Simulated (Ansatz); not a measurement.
# C3H7BFN: how energies converge with the basis set

Aim: see how fast density functionals converge with the basis set for C3H7BFN.

Program: Ansatz 0.2.0, Gaussian basis. Level of theory: one geometry, several basis sets. These are calculated values, not measurements.

Levels to be run: PBE0-D4/def2-SVP; ωB97M-V/def2-SVP; PBE0-D4/def2-QZVPP; ωB97M-V/def2-QZVPP; the functionals' def2-TZVPP values are taken from earlier runs.

### Step 1. Structure used throughout

An earlier PBE0-D4 in a triple-zeta def2 set relaxation fixed the geometry.

SMILES `BC(CF)N=C`, 13 atoms, charge 0, spin multiplicity 1.

Atoms are counted from 1 here; the program's logs count them from 0.

Bond lengths: B1–C2 1.568 Å, B1–H7 1.196 Å, B1–H8 1.193 Å, C2–C3 1.517 Å, C2–N5 1.440 Å, C2–H9 1.115 Å, C3–F4 1.386 Å, C3–H10 1.093 Å, C3–H11 1.093 Å, N5–C6 1.257 Å, C6–H12 1.100 Å, C6–H13 1.089 Å. Angles: C2–B1–H7 117.7°, C2–B1–H8 121.7°, H7–B1–H8 120.4°, B1–C2–C3 109.9°, B1–C2–N5 114.7°, B1–C2–H9 102.6°, C3–C2–N5 111.1°, C3–C2–H9 106.1°, N5–C2–H9 111.7°, C2–C3–F4 110.3°, C2–C3–H10 111.3°, C2–C3–H11 110.1°, F4–C3–H10 107.4°, F4–C3–H11 107.7°, H10–C3–H11 109.9°, C2–N5–C6 118.7°, N5–C6–H12 123.3°, N5–C6–H13 119.4° and more.

### Step 2. PBE0-D4 in def2-SVP

in.yaml

```yaml
crystal:
  periodic: [false, false, false]
  atoms:
    - {symbol: B, position_ang: [-1.643527, 0.064795, 0.087902]}
    - {symbol: C, position_ang: [-0.098350, -0.184772, -0.004187]}
    - {symbol: C, position_ang: [0.386254, -0.891048, 1.247675]}
    - {symbol: F, position_ang: [-0.099496, -0.252285, 2.377952]}
    - {symbol: N, position_ang: [0.686187, 0.992443, -0.272359]}
    - {symbol: C, position_ang: [1.124188, 1.174592, -1.436470]}
    - {symbol: H, position_ang: [-2.338808, -0.859405, 0.392117]}
    - {symbol: H, position_ang: [-2.127985, 1.115194, -0.202636]}
    - {symbol: H, position_ang: [-0.020357, -0.929740, -0.830284]}
    - {symbol: H, position_ang: [1.477363, -0.883531, 1.310749]}
    - {symbol: H, position_ang: [0.018955, -1.920767, 1.264602]}
    - {symbol: H, position_ang: [0.950219, 0.471172, -2.264568]}
    - {symbol: H, position_ang: [1.705956, 2.068750, -1.655794]}
basis:
  gaussian: {orbitals: def2-SVP}
hamiltonian: {xc: pbe0, dispersion: d4}
output: {orbitals: {seedname: orbitals}}
```

After this run come: ωB97M-V in def2-SVP; PBE0-D4 in def2-QZVPP; ωB97M-V in def2-QZVPP.

**Question.** What will the summary of the whole plan be? Wanted: PBE0-D4: double and triple zeta above quadruple; ωB97M-V: double and triple zeta above quadruple.

**Answer**, as computed:

```
                                       quantity           value
PBE0-D4: double and triple zeta above quadruple   9.73, 0.45 eV
ωB97M-V: double and triple zeta above quadruple  10.10, 0.43 eV
```

**Reading.** For PBE0-D4 the step from double to triple zeta gains 9.29 eV and the next only 0.45 eV. These are total energies; as a rule much of such shifts cancels in differences, which this series doesn't test.
